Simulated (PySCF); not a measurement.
**One shape, several levels: BSiH4SClO (SMILES [SiH3]OB(S)Cl)**

We compute a comparison of 6 runs (HF/STO-3G, HF/3-21G, HF/6-31G*, B3LYP/6-31G*, MP2/def2-TZVP) of BSiH4SClO. 

The calculation is run with PySCF 2.14.0.

1 further run of the same task is left out (set aside as unsound or not needed).

**1. Starting point**

BSiH4SClO has 9 atoms, charge 0, and is taken as a singlet. As SMILES, `[SiH3]OB(S)Cl`. Geometry: relaxed at PBE0-D4/def2-TZVP. This is one conformer, not always the lowest.

Bond lengths: Si1–O2 1.655 Å, O2–B3 1.340 Å, B3–S4 1.813 Å, B3–Cl5 1.766 Å, Si1–H6 1.481 Å, Si1–H7 1.480 Å, Si1–H8 1.484 Å, S4–H9 1.341 Å. Some angles: Si1–O2–B3 138.7°, O2–B3–S4 121.1°, O2–B3–Cl5 118.3°, S4–B3–Cl5 120.6°, O2–Si1–H6 108.0°, O2–Si1–H7 107.4°, O2–Si1–H8 110.1°, B3–S4–H9 95.9°, H6–Si1–H7 110.6°, H6–Si1–H8 110.3°.

**2. Energy and gradient at HF/STO-3G (run 1)**

File input.py:

```python
# [SiH3]OB(S)Cl
from pyscf import gto, scf

mol = gto.M(
    atom=[
    ('Si', (1.119500, 0.251000, 1.194100)),
    ('O', (-0.026300, 0.766100, 0.116200)),
    ('B', (-0.831900, 0.249200, -0.821600)),
    ('S', (-0.852800, -1.531800, -1.161600)),
    ('Cl', (-1.879300, 1.348100, -1.723700)),
    ('H', (2.435900, 0.750200, 0.735000)),
    ('H', (0.776000, 0.827700, 2.513100)),
    ('H', (1.125400, -1.231600, 1.261800)),
    ('H', (-1.777800, -1.475200, -2.130200)),
],
    basis='sto-3g',
    max_memory=1860,
    verbose=4,
)

mf = scf.RHF(mol)
mf.conv_tol = 1e-10
mf.kernel()
if not mf.converged:
    mf = mf.newton().run(mf.mo_coeff, mf.mo_occ)

etot = mf.e_tot
print('E = %.10f Eh' % etot)
grad = mf.nuc_grad_method().kernel()
mf.analyze()
```

Command:

```console
$ OMP_NUM_THREADS=1 python input.py
```

What it wrote:

```text
PySCF version 2.14.0

[... 78 lines left out ...]
Nuclear Repulsion Energy =             322.228059190465729
[... 6 lines left out ...]
MO #1   energy= -103.65805989407   occ= 2
[... 4 lines left out ...]
MO #6   energy= -8.65398136127789  occ= 2
[... 4 lines left out ...]
MO #11  energy= -6.28648560997789  occ= 2
[... 4 lines left out ...]
MO #16  energy= -4.05373688880525  occ= 2
[... 4 lines left out ...]
MO #21  energy= -0.738025596924818 occ= 2
[... 4 lines left out ...]
MO #26  energy= -0.458481051248169 occ= 2
[... 4 lines left out ...]
MO #31  energy= -0.329355861846012 occ= 2
[... 4 lines left out ...]
MO #36  energy= 0.480977399313328  occ= 0
[... 4 lines left out ...]
MO #41  energy= 0.874646555336449  occ= 0
[... 14 lines left out ...]
pop of  1 O 2py           1.76203
pop of  1 O 2pz           1.47006
pop of  2 B 1s            1.99952
pop of  2 B 2s            0.90418
pop of  2 B 2px           0.60109
pop of  2 B 2py           0.78468
pop of  2 B 2pz           0.61497
pop of  3 S 1s            2.00000
pop of  3 S 2s            1.99964
pop of  3 S 3s            1.74025
pop of  3 S 2px           1.99958
pop of  3 S 2py           1.99928
pop of  3 S 2pz           1.99952
pop of  3 S 3px           1.49704
pop of  3 S 3py           1.27529
pop of  3 S 3pz           1.41617
pop of  4 Cl 1s           2.00000
pop of  4 Cl 2s           1.99987
pop of  4 Cl 3s           1.88491
pop of  4 Cl 2px          1.99985
pop of  4 Cl 2py          1.99984
pop of  4 Cl 2pz          1.99988
pop of  4 Cl 3px          1.75016
pop of  4 Cl 3py          1.75698
pop of  4 Cl 3pz          1.80158
pop of  5 H 1s            1.13410
pop of  6 H 1s            1.13329
pop of  7 H 1s            1.13650
pop of  8 H 1s            1.02654
 ** Mulliken atomic charges  **
charge of    0Si =      0.75188
charge of    1O =     -0.29718
charge of    2B =      0.09556
charge of    3S =      0.07324
charge of    4Cl =     -0.19306
charge of    5H =     -0.13410
charge of    6H =     -0.13329
charge of    7H =     -0.13650
charge of    8H =     -0.02654
Dipole moment(X, Y, Z, Debye):  2.01166, -1.43451,  1.81529
```

Wall time 2.8 s (1 thread of Intel Xeon at 2.70GHz, shared host); peak memory 0.12 GiB.

**3. Energy and forces at HF/3-21G (run 2)**

File calc.py:

```python
# [SiH3]OB(S)Cl
import pyscf.grad
from pyscf import gto, scf

mol = gto.M(
    atom='''
Si     2.115548     0.474321     2.256522
O     -0.049700     1.447719     0.219586
B     -1.572063     0.470920    -1.552599
S     -1.611558    -2.894682    -2.195106
Cl    -3.551362     2.547540    -3.257321
H      4.603184     1.417673     1.388949
H      1.466427     1.564126     4.749071
H      2.126698    -2.327387     2.384456
H     -3.359555    -2.787724    -4.025495
''',
    spin=0,
    basis='3-21g',
    verbose=4,
    max_memory=1860,
    charge=0,
    unit='bohr',
)

myscf = scf.RHF(mol)
myscf.conv_tol = 1e-10
myscf.kernel()
if not myscf.converged:
    myscf = myscf.newton().run(myscf.mo_coeff, myscf.mo_occ)

energy = myscf.e_tot
print('E(%s) = %.9f' % ('HF', energy))
grad = myscf.Gradients().kernel()
myscf.analyze()
```

Command:

```console
$ OMP_NUM_THREADS=1 python calc.py
```

What it wrote:

```text
PySCF version 2.14.0

[... 77 lines left out ...]
Total Energy =                       -1241.720231080985741
[... 8 lines left out ...]
MO #2   energy= -91.3268846328569  occ= 2
[... 6 lines left out ...]
MO #9   energy= -7.95930994457886  occ= 2
[... 6 lines left out ...]
MO #16  energy= -4.2622737487801   occ= 2
[... 6 lines left out ...]
MO #23  energy= -0.644373126170676 occ= 2
[... 6 lines left out ...]
MO #30  energy= -0.468807253397984 occ= 2
[... 6 lines left out ...]
MO #37  energy= 0.212782192886487  occ= 0
[... 6 lines left out ...]
MO #44  energy= 0.48128297306136   occ= 0
[... 6 lines left out ...]
MO #51  energy= 0.762096574357197  occ= 0
[... 6 lines left out ...]
MO #58  energy= 1.21313364271834   occ= 0
[... 6 lines left out ...]
MO #65  energy= 3.29217029311288   occ= 0
[... 38 lines left out ...]
pop of  3 S 2py           1.99983
pop of  3 S 2pz           1.99986
pop of  3 S 3px           1.55503
pop of  3 S 3py           1.39611
pop of  3 S 3pz           1.47458
pop of  3 S 4px           0.00462
pop of  3 S 4py           0.00627
pop of  3 S 4pz           0.00615
pop of  4 Cl 1s           1.99999
pop of  4 Cl 2s           1.99968
pop of  4 Cl 3s           1.81598
pop of  4 Cl 4s           0.00577
pop of  4 Cl 2px          1.99992
pop of  4 Cl 2py          1.99991
pop of  4 Cl 2pz          1.99992
pop of  4 Cl 3px          1.75294
pop of  4 Cl 3py          1.75551
pop of  4 Cl 3pz          1.80034
pop of  4 Cl 4px          0.00186
pop of  4 Cl 4py          0.00346
pop of  4 Cl 4pz          0.00177
pop of  5 H 1s            1.11004
pop of  5 H 2s            0.00176
pop of  6 H 1s            1.10757
pop of  6 H 2s            0.00166
pop of  7 H 1s            1.11176
pop of  7 H 2s            0.00206
pop of  8 H 1s            0.89507
pop of  8 H 2s            0.00723
 ** Mulliken atomic charges  **
charge of    0Si =      0.81453
charge of    1O =     -0.59535
charge of    2B =      0.25507
charge of    3S =     -0.10005
charge of    4Cl =     -0.13705
charge of    5H =     -0.11179
charge of    6H =     -0.10924
charge of    7H =     -0.11383
charge of    8H =      0.09770
Dipole moment(X, Y, Z, Debye):  1.37239, -0.99834,  1.22460
```

Run time: 3 s. Hardware: 1 thread of Intel Xeon at 2.70GHz, shared host; peak memory 0.14 GiB.

Runs 3 to 5 aren't shown in full; the table further down has their settings and results.

**4. Energy and gradient at MP2/def2-TZVP (run 6)**

File input.py:

```python
from pyscf import gto, mp

molecule = gto.Mole()
molecule.atom = '''
Si     2.115548     0.474321     2.256522
O     -0.049700     1.447719     0.219586
B     -1.572063     0.470920    -1.552599
S     -1.611558    -2.894682    -2.195106
Cl    -3.551362     2.547540    -3.257321
H      4.603184     1.417673     1.388949
H      1.466427     1.564126     4.749071
H      2.126698    -2.327387     2.384456
H     -3.359555    -2.787724    -4.025495
'''
molecule.basis = 'def2-tzvp'
molecule.max_memory = 1860
molecule.verbose = 3
molecule.unit = 'bohr'
molecule.build()

mf = molecule.RHF()
mf.conv_tol = 1e-10
mf.kernel()
if not mf.converged:
    mf = mf.newton().run(mf.mo_coeff, mf.mo_occ)

pt = mp.MP2(mf, frozen=17).run()
energy = pt.e_tot
print('E = %.10f Eh' % energy)
grad = pt.nuc_grad_method().kernel()
mf.analyze()
```

Command:

```console
$ OMP_NUM_THREADS=1 python input.py
```

What it wrote:

```text
converged SCF energy = -1248.08903538268
[... 21 lines left out ...]
MO #10  energy= -7.71474894754354  occ= 2
[... 16 lines left out ...]
MO #27  energy= -0.506393852263726 occ= 2
[... 16 lines left out ...]
MO #44  energy= 0.279056179034399  occ= 0
[... 16 lines left out ...]
MO #61  energy= 0.571505798505498  occ= 0
[... 16 lines left out ...]
MO #78  energy= 0.959146303362234  occ= 0
[... 16 lines left out ...]
MO #95  energy= 1.33571370793771   occ= 0
[... 16 lines left out ...]
MO #112 energy= 1.8865730389565    occ= 0
[... 16 lines left out ...]
MO #129 energy= 2.23014965908305   occ= 0
[... 16 lines left out ...]
MO #146 energy= 2.60498112119282   occ= 0
[... 16 lines left out ...]
MO #163 energy= 3.23541873785548   occ= 0
[... 16 lines left out ...]
MO #180 energy= 6.78301992935932   occ= 0
[... 16 lines left out ...]
MO #197 energy= 45.2318106634734   occ= 0
[... 10 lines left out ...]
Dipole moment(X, Y, Z, Debye):  0.68586, -0.73554,  0.57720
```

Run time: 5.6 min. Hardware: 1 thread of Intel Xeon at 2.70GHz, shared host; peak memory 3.1 GiB.

**5. All runs side by side**

```tsv
run	level	integration grid	Cartesian functions	energy (Eh)	dipole moment (D) of the reference	HOMO energy (eV)	LUMO energy (eV)	wall time
1	HF/STO-3G	–	no	-1234.069165	3.07	-7.85	8.12	2.8 s
2	HF/3-21G	–	no	-1241.720231	2.09	-11.13	3.50	3 s
3	HF/6-31G* (spherical functions)	–	no	-1247.942467	1.41	-10.84	3.28	16 s
4	B3LYP/6-31G* (spherical functions)	5	no	-1250.504791	1.34	-7.62	-0.17	50 s
5	B3LYP/6-31G* (Cartesian functions)	5	yes	-1250.514093	1.34	-7.61	-0.18	66 s
6	MP2/def2-TZVP	–	no	-1248.887518	1.16	-10.84	2.79	5.6 min
```

**6. Results**

```
                                           quantity           value
                                run 6: total energy  -1248.88752 Eh
        run 6: dipole moment (Hartree–Fock density)          1.16 D
         run 6: HOMO energy (Hartree–Fock orbitals)       -10.84 eV
         run 6: LUMO energy (Hartree–Fock orbitals)         2.79 eV
       run 6: HOMO–LUMO gap (Hartree–Fock orbitals)        13.63 eV
run 6: correlation energy (17 core orbitals frozen)      -798.5 mEh
                    run 6: largest force on an atom      0.393 eV/Å
```

What this shows: Over runs 1, 2, 3, 4, 5 the dipole moment (its size) runs from 1.34 D (B3LYP/6-31G*) to 3.07 D (HF/STO-3G). The two ends differ in method and basis. Over runs 1, 2, 3, 4, 5 the HOMO–LUMO gap runs from 7.44 eV (B3LYP/6-31G*) to 15.98 eV (HF/STO-3G). In run 1 the basis is minimal, so the values are rough. All runs together took 7.9 min, the longest 5.6 min.
